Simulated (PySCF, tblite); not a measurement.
**C₅H₄F₃O₂ radical: geometry, infrared bands and EPR parameters**

Wanted: the infrared bands and EPR parameters of C₅H₄F₃O₂ radical (`O=C([C@@H]1C[CH]O1)C(F)(F)F`), by calculation.

Computed with tblite 0.8.0 and PySCF 2.14.0, with density-fitted response routines of our own, on a single molecule in the gas phase. Atoms count from 0, in the outputs and in this text.

## 1. The molecule as given

14 atoms, charge 0, multiplicity 2; geometry from: force field or distance geometry start.

Bonds of the start (Å): O0–C1 1.25, C1–C2 1.54, C2–C3 1.52, C3–C4 1.45, C4–O5 1.38, C1–C6 1.51, C6–F7 1.36, C6–F8 1.36, C6–F9 1.37, O5–C2 1.46, C2–H10 1.10, C3–H11 1.08, C3–H12 1.10, C4–H13 1.09.

## 2. Optimising the geometry with GFN2-xTB

The job: settings as JSON, then the geometry in Å.

```
{"job": {"kind": "relax", "xc": "GFN2-xTB", "basis": "xTB"}, "charge": 0, "multiplicity": 2}
O     -0.131700     0.717500     2.193100
C     -0.518600     0.318000     1.070900
C      0.324700    -0.705400     0.279300
C      1.670000    -0.244100    -0.266900
C      1.209500    -0.782700    -1.528700
O     -0.096900    -0.911600    -1.106300
C     -1.800500     0.790800     0.431000
F     -1.570100     1.502600    -0.700500
F     -2.616700    -0.248600     0.100200
F     -2.538300     1.599400     1.250500
H      0.355300    -1.669700     0.798200
H      1.846100     0.823600    -0.267700
H      2.528800    -0.772100     0.170800
H      1.337500    -0.418100    -2.545700
```

Run with:

```console
> OMP_NUM_THREADS=1 python probes_run.py task.json out
```

One launch serves the whole session: the jobs run in the order shown.

Standard output:

```text
step      E/eV     max force
  0    -950.68915    3.429
  1    -950.86812    3.606
  2    -950.94564    0.918
  3    -950.96531    0.457
  4    -950.98084    0.354
  5    -950.98785    0.208
  6    -950.99298    0.177
  7    -950.99754    0.151
  8    -951.00114    0.147
  9    -951.00400    0.163
 10    -951.00663    0.158
 11    -951.00917    0.120
 12    -951.01147    0.125
 13    -951.01356    0.125
 14    -951.01556    0.129
 15    -951.01753    0.131
 16    -951.01937    0.106
 17    -951.02096    0.106
 18    -951.02242    0.093
 19    -951.02389    0.089
 20    -951.02533    0.102
 21    -951.02655    0.113
 22    -951.02766    0.105
 23    -951.02896    0.095
 24    -951.03086    0.141
 25    -951.03355    0.170
 26    -951.03649    0.168
 27    -951.03870    0.109
 28    -951.04010    0.089
 29    -951.04102    0.082
 30    -951.04167    0.070
 31    -951.04216    0.058
 32    -951.04252    0.039
 33    -951.04275    0.041
 34    -951.04290    0.037
 35    -951.04302    0.035
 36    -951.04313    0.031
 37    -951.04322    0.028
 38    -951.04331    0.023
 39    -951.04339    0.025
 40    -951.04346    0.026
 41    -951.04352    0.024
 42    -951.04356    0.023
 43    -951.04363    0.024
 44    -951.04372    0.026
 45    -951.04384    0.034
 46    -951.04397    0.035
 47    -951.04410    0.031
 48    -951.04421    0.032
 49    -951.04432    0.024
 50    -951.04442    0.023
 51    -951.04453    0.024
 52    -951.04468    0.032
 53    -951.04487    0.041
 54    -951.04507    0.037
 55    -951.04521    0.036
 56    -951.04531    0.031
 57    -951.04540    0.031
 58    -951.04554    0.040
 59    -951.04577    0.053
 60    -951.04611    0.062
 61    -951.04654    0.060
 62    -951.04702    0.067
 63    -951.04747    0.058
 64    -951.04788    0.064
 65    -951.04824    0.061
 66    -951.04851    0.058
 67    -951.04878    0.044
 68    -951.04913    0.060
 69    -951.04939    0.086
 70    -951.04970    0.062
 71    -951.04985    0.025
 72    -951.04992    0.024
 73    -951.05002    0.046
 74    -951.05022    0.077
 75    -951.05053    0.103
 76    -951.05098    0.087
 77    -951.05143    0.073
 78    -951.05175    0.114
 79    -951.05201    0.058
 80    -951.05220    0.048
 81    -951.05247    0.046
 82    -951.05268    0.060
 83    -951.05295    0.057
 84    -951.05321    0.050
 85    -951.05349    0.066
 86    -951.05382    0.061
 87    -951.05422    0.054
 88    -951.05459    0.043
 89    -951.05483    0.043
 90    -951.05499    0.052
 91    -951.05515    0.055
 92    -951.05535    0.033
 93    -951.05553    0.030
 94    -951.05562    0.031
 95    -951.05566    0.023
 96    -951.05570    0.016
 97    -951.05574    0.013
 98    -951.05576    0.010
 99    -951.05577    0.007
```

Run time: 0.64 s. Hardware: 1 thread of Arm Neoverse V1, shared host.

Relaxation path: (not every step is listed)

| step | energy from step 0 (eV) | largest force (eV/Å) |
| --- | --- | --- |
| 0 | 0.0000 | 3.4293 |
| 1 | -0.1790 | 3.6056 |
| 2 | -0.2565 | 0.9183 |
| 3 | -0.2762 | 0.4569 |
| 4 | -0.2917 | 0.3536 |
| 5 | -0.2987 | 0.2081 |
| 6 | -0.3038 | 0.1768 |
| 7 | -0.3084 | 0.1513 |
| 8 | -0.3120 | 0.1465 |
| 16 | -0.3302 | 0.1061 |
| 24 | -0.3417 | 0.1411 |
| 32 | -0.3534 | 0.0393 |
| 40 | -0.3543 | 0.0262 |
| 48 | -0.3551 | 0.0318 |
| 56 | -0.3562 | 0.0311 |
| 64 | -0.3587 | 0.0645 |
| 72 | -0.3608 | 0.0239 |
| 80 | -0.3630 | 0.0477 |
| 88 | -0.3654 | 0.0432 |
| 94 | -0.3665 | 0.0309 |
| 95 | -0.3665 | 0.0231 |
| 96 | -0.3665 | 0.0158 |
| 97 | -0.3666 | 0.0131 |
| 98 | -0.3666 | 0.0102 |
| 99 | -0.3666 | 0.0073 |

Distances of close pairs at the start and the end, largest changes first:

| bond | before (Å) | after (Å) | change (Å) |
| --- | --- | --- | --- |
| O0–C1 | 1.252 | 1.203 | -0.050 |
| C1–C6 | 1.509 | 1.553 | +0.044 |
| C1–C2 | 1.544 | 1.504 | -0.040 |
| C3–C4 | 1.447 | 1.485 | +0.038 |
| C2–O5 | 1.463 | 1.426 | -0.036 |
| C6–F9 | 1.367 | 1.331 | -0.036 |
| C2–C3 | 1.523 | 1.554 | +0.030 |
| C6–F8 | 1.362 | 1.336 | -0.026 |

The next job starts from the end point, and lists it.

## 3. Vibrational analysis with GFN2-xTB

The job: settings as JSON, then the geometry in Å.

```
{"job": {"kind": "ir", "xc": "GFN2-xTB", "basis": "xTB"}, "charge": 0, "multiplicity": 2}
O     -0.281474     0.496122     2.267108
C     -0.502719     0.142079     1.139198
C      0.345422    -0.842605     0.381258
C      1.578984    -0.152265    -0.263350
C      0.962125    -0.642654    -1.521711
O     -0.134903    -1.210457    -0.910566
C     -1.636621     0.796289     0.303982
F     -1.144602     1.411391    -0.785935
F     -2.532786    -0.100861    -0.116278
F     -2.291424     1.716188     1.009369
H      0.569302    -1.710374     1.009002
H      1.639958     0.933901    -0.146842
H      2.530900    -0.592333     0.027844
H      0.897160    -0.244895    -2.514810
```

Standard output:

```text
mode    cm-1     km/mol
  1      51.7      2.88
  2      55.6      1.40
  3     120.0      0.57
  4     164.1      2.54
  5     206.2      4.57
  6     231.7      5.21
  7     279.4      0.60
  8     363.2      2.76
  9     442.3      7.92
 10     454.7     13.16
 11     500.3    203.62
 12     527.9     42.71
 13     584.4      3.67
 14     658.3      8.43
 15     697.2      9.10
 16     826.7     25.77
 17     881.0     19.22
 18     965.1    104.88
 19     976.4     11.29
 20     999.9     15.37
 21    1047.4    127.89
 22    1058.5     89.62
 23    1089.3    152.69
 24    1102.8    174.95
 25    1137.4    105.34
 26    1150.9      2.82
 27    1171.3     79.37
 28    1196.0     42.23
 29    1239.6      2.13
 30    1260.6     98.09
 31    1421.6      8.98
 32    1735.9    922.04
 33    2925.6      9.46
 34    2936.8     10.05
 35    2996.6      9.04
 36    3141.6      3.01
```

Run time: 0.47 s. Hardware: 1 thread of Arm Neoverse V1, shared host.

The strongest bands and the atoms that carry them (share of the mass-weighted mode):

```
cm⁻¹  km/mol                                 atoms
 500   203.6                     H13 71 %, C4 18 %
 965   104.9                    H11 39 %, H12 16 %
1047   127.9                      C6 40 %, F7 14 %
1089   152.7                      C6 56 %, F8 18 %
1103   174.9             C6 47 %, F9 16 %, C2 14 %
1137   105.3  C3 16 %, C4 16 %, H12 14 %, H10 14 %
1261    98.1            C4 34 %, H10 21 %, O5 12 %
1736   922.0                      C1 60 %, O0 38 %
```

## 4. EPR parameters: B3LYP/pcH-1

The job, as its differences from that of step 3:

```diff
@@ -1,2 +1,2 @@
-{"job": {"kind": "ir", "xc": "GFN2-xTB", "basis": "xTB"}, "charge": 0, "multiplicity": 2}
+{"job": {"kind": "epr", "basis": "pcH-1"}, "charge": 0, "multiplicity": 2}
 O     -0.281474     0.496122     2.267108
```

Level: UKS B3LYP, pcH-1 on C F H O, non-relativistic, mean-field spin-orbit, GIAO.

Standard output:

```text
UKS, coarse grid
  cycle   1  E = -642.51439309  |g| = 9.60e-01
  cycle   2  E = -641.38273995  |g| = 2.04e+00
  cycle   3  E = -642.80882890  |g| = 2.54e-01
  cycle   4  E = -642.82572401  |g| = 1.45e-01
  cycle   5  E = -642.83247113  |g| = 2.58e-02
  cycle   6  E = -642.83269742  |g| = 1.15e-02
  cycle   7  E = -642.83274353  |g| = 2.92e-03
  cycle   8  E = -642.83274721  |g| = 9.93e-04
UKS, final grid
  cycle   1  E = -642.83267820  |g| = 1.21e-03
  cycle   2  E = -642.83267743  |g| = 1.99e-03
  cycle   3  E = -642.83267875  |g| = 2.95e-04
  cycle   4  E = -642.83267878  |g| = 8.63e-05
  cycle   5  E = -642.83267879  |g| = 7.06e-05
  cycle   6  E = -642.83267879  |g| = 1.58e-05
E = -642.83267879 Eh   <S^2> = 0.7535 (exact 0.7500)
g shifts (ppm)      1          2          3
  rmc          -193       -193       -193
  gc             -2          6         24
  oz_so          35       1366       2473
  total        -160       1179       2304
hyperfine (MHz)  atom isotope    a_iso     a_fc   dipolar eigenvalues
    0   17O      -0.12      -0.12     -1.40      0.22      1.18
    1   13C      11.52      11.52     -1.06     -0.64      1.70
    2   13C       1.62       1.62     -1.69     -1.41      3.10
    3   13C     -21.56     -21.56     -2.90     -0.67      3.57
    4   13C     170.50     170.50    -77.29    -75.99    153.27
    5   17O     -27.51     -27.51    -67.55     32.38     35.17
    6   13C      -0.33      -0.33     -0.47     -0.44      0.91
    7   19F      -0.34      -0.34     -2.99     -1.09      4.08
    8   19F       3.09       3.09     -2.88     -2.40      5.28
    9   19F      -0.72      -0.72     -0.66     -0.60      1.25
   10    1H       1.70       1.70     -3.66     -2.88      6.54
   11    1H      79.96      79.96     -4.35     -3.01      7.36
   12    1H      83.61      83.61     -5.18     -4.53      9.71
   13    1H     -23.98     -23.98    -35.24     -1.88     37.12
```

It took 96 s on 1 thread of Arm Neoverse V1, shared host; peak memory 1 GiB.

Principal g values 2.00216, 2.00350, 2.00462; g(iso) = 2.00343, against 2.00232 for a free electron.

Mean a(iso) over the nuclei that a row names, and the largest dipolar term of the row (other rows stand at the frozen geometry):

```
    nuclei  isotope  a(iso) (MHz)  a(iso) (G, at g = 2.0023)  largest dipolar term (MHz)
        C4      13C         170.5                       60.8                       153.3
       H12       1H          83.6                       29.8                         9.7
       H11       1H          80.0                       28.5                         7.4
        O5      17O         -27.5                       -9.8                       -67.5
       H13       1H         -24.0                       -8.6                        37.1
        C3      13C         -21.6                       -7.7                         3.6
        C1      13C          11.5                        4.1                         1.7
       H10       1H           1.7                        0.6                         6.5
        C2      13C           1.6                        0.6                         3.1
F7, F8, F9      19F           0.7                        0.2                         5.3
        C6      13C          -0.3                       -0.1                         0.9
        O0      17O          -0.1                        0.0                        -1.4
```

Mulliken spin populations:

O0 0.00; C1 0.00; C2 -0.01; C3 -0.06; C4 0.89; O5 0.13; C6 0.00; F7 0.00; F8 0.00; F9 0.00; H10 0.00; H11 0.04; H12 0.03; H13 -0.02

In first order the couplings over 0.8 MHz of 1H give 16 distinct lines over 67.5 G, if the averaged nuclei exchange fast; the same motion can average rows kept apart here too.

Orbitals, density, ELF and potential are computed afterwards from the orbital file.

ELF in a plane through or near 5 of the atoms.

Values, 10 rows by 14 columns:
```
0.00 0.00 0.00 0.00 0.00 0.00 0.00 0.00 0.00 0.00 0.00 0.00 0.00 0.00
0.00 0.00 0.00 0.00 0.02 0.05 0.00 0.00 0.00 0.00 0.00 0.00 0.00 0.00
0.00 0.00 0.00 0.09 0.97 0.98 0.16 0.00 0.14 0.08 0.00 0.00 0.00 0.00
0.00 0.00 0.01 0.18 0.94 0.97 0.21 0.15 0.84 0.41 0.01 0.02 0.00 0.00
0.00 0.00 0.00 0.14 0.63 0.86 0.14 0.03 0.46 0.17 0.58 0.76 0.09 0.00
0.00 0.00 0.01 0.32 0.72 0.60 0.54 0.31 0.80 0.59 0.76 0.83 0.09 0.00
0.00 0.00 0.06 0.99 0.99 0.55 0.28 0.35 0.79 0.36 0.03 0.14 0.00 0.00
0.00 0.00 0.00 0.50 0.54 0.05 0.01 0.46 0.59 0.90 0.45 0.00 0.00 0.00
0.00 0.00 0.00 0.00 0.00 0.00 0.00 0.30 0.61 0.31 0.04 0.00 0.00 0.00
0.00 0.00 0.00 0.00 0.00 0.00 0.00 0.00 0.00 0.00 0.00 0.00 0.00 0.00
```
The map spans 11.1 Å across and 9.2 Å up, centred on the molecule. Atoms in the plane (x, y in Å): O0 (1.3, -2.0), C3 (-1.5, -0.3), C6 (1.8, 0.4), H12 (-2.4, -1.0), H13 (-1.8, 2.0).

On the surface of density 0.002 e/bohr³ the electrostatic potential runs, from the 1st to the 99th percentile, from -1.12 V near O5 to 1.49 V near C1.

The spin density lies nearest to C4 63 %; O5 16 %; H13 9 %.

## 5. What came out

```
                                                                  quantity                  value
                                 strongest single infrared mode (GFN2-xTB)  1736 cm⁻¹, 922 km/mol
                                              zero-point energy (GFN2-xTB)          52.3 kcal/mol
                                                            g(iso) (B3LYP)                2.00343
                                                                      ⟨S²⟩     0.753 (exact 0.75)
                                        largest a(iso) (averaged by class)   13C on C4, 170.5 MHz
potential on the surface of density 0.002 e/bohr³, 1st and 99th percentile     -1.12 V and 1.49 V
```

**Reading.** The optimisation took 99 steps and gained 0.367 eV; among the close pairs (by a distance rule), O0–C1 changed most, from 1.252 to 1.203 Å. All 36 modes are real, so the xTB geometry is a minimum. The strongest single mode, at 1736 cm⁻¹, moves mainly C1 and O0. Unscaled tight-binding wavenumbers are off by several per cent, some by more. Its intensities can rank the bands wrongly. Most of the unpaired spin sits on C4 (0.89 e). The isotropic g lies 1.1 ppt above the free-electron value. The conformer search found further structures of the same energy, which may be mirror or relabelled copies of this one.
